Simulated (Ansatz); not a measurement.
# F₂GeH₄OSi: basis-set convergence

Aim: see how fast density functionals converge with the basis set for F₂GeH₄OSi.

Method: one geometry, several basis sets; program: Ansatz 0.2.0, Gaussian basis.

The runs, in order: PBE0-D4/def2-SVP; ωB97M-V/def2-SVP; PBE0-D4/def2-QZVPP; ωB97M-V/def2-QZVPP; the functionals' def2-TZVPP values are taken from earlier runs.

## 1. The geometry

The geometry comes from an earlier relaxation with PBE0-D4 in a triple-zeta def2 set; it is a stationary point, not always the lowest conformer.

SMILES `[OH][Ge]([F])([F])[SiH3]`, 9 atoms, charge 0, spin multiplicity 1.

Atoms are counted from 1 here; the program's logs count them from 0.

Bond lengths: O1–Ge2 1.752 Å, O1–H6 0.962 Å, Ge2–F3 1.732 Å, Ge2–F4 1.732 Å, Ge2–Si5 2.377 Å, Si5–H7 1.481 Å, Si5–H8 1.481 Å, Si5–H9 1.481 Å. Angles: Ge2–O1–H6 113.6°, O1–Ge2–F3 107.7°, O1–Ge2–F4 107.6°, O1–Ge2–Si5 113.0°, F3–Ge2–F4 102.2°, F3–Ge2–Si5 112.8°, F4–Ge2–Si5 112.9°, Ge2–Si5–H7 107.3°, Ge2–Si5–H8 107.7°, Ge2–Si5–H9 107.7°, H7–Si5–H8 111.3°, H7–Si5–H9 111.3°, H8–Si5–H9 111.3°.

## 2. PBE0-D4 in def2-SVP

File in.yaml:

```yaml
crystal:
  periodic: [false, false, false]
  atoms:
    - {symbol: O, position_ang: [0.637398, 1.962693, -0.123851]}
    - {symbol: Ge, position_ang: [0.666702, 0.235906, -0.419795]}
    - {symbol: F, position_ang: [0.702894, -0.004845, -2.134570]}
    - {symbol: F, position_ang: [2.222341, -0.352226, 0.064123]}
    - {symbol: Si, position_ang: [-1.125534, -0.916900, 0.633329]}
    - {symbol: H, position_ang: [1.371048, 2.434998, -0.528714]}
    - {symbol: H, position_ang: [-0.988909, -2.351503, 0.291862]}
    - {symbol: H, position_ang: [-2.391815, -0.356847, 0.107276]}
    - {symbol: H, position_ang: [-1.005525, -0.697574, 2.093241]}
basis:
  gaussian: {orbitals: def2-SVP}
hamiltonian: {xc: pbe0, dispersion: d4}
output: {orbitals: {seedname: orbitals}}
```

Launch:

```console
ansatz run in.yaml --threads 4 --pin off --events-out ev --progress --plain --max-ram 10444MiB
```

Further steps of the session: ωB97M-V in def2-SVP; PBE0-D4 in def2-QZVPP; ωB97M-V in def2-QZVPP.

Before running them: what should the planned runs give, taken together? Wanted: PBE0-D4: double and triple zeta above quadruple; ωB97M-V: double and triple zeta above quadruple.

As calculated:

```
                                       quantity           value
PBE0-D4: double and triple zeta above quadruple  21.48, 1.94 eV
ωB97M-V: double and triple zeta above quadruple  21.60, 1.86 eV
```

In words: PBE0-D4 gains 19.54 eV from double to triple zeta, then 1.94 eV more. Total energies overstate the basis error of differences, where much of it tends to cancel. The LUMO of ωB97M-V is positive and keeps falling with the basis (1.78 to 1.04 eV): an unbound level that the basis holds in place.
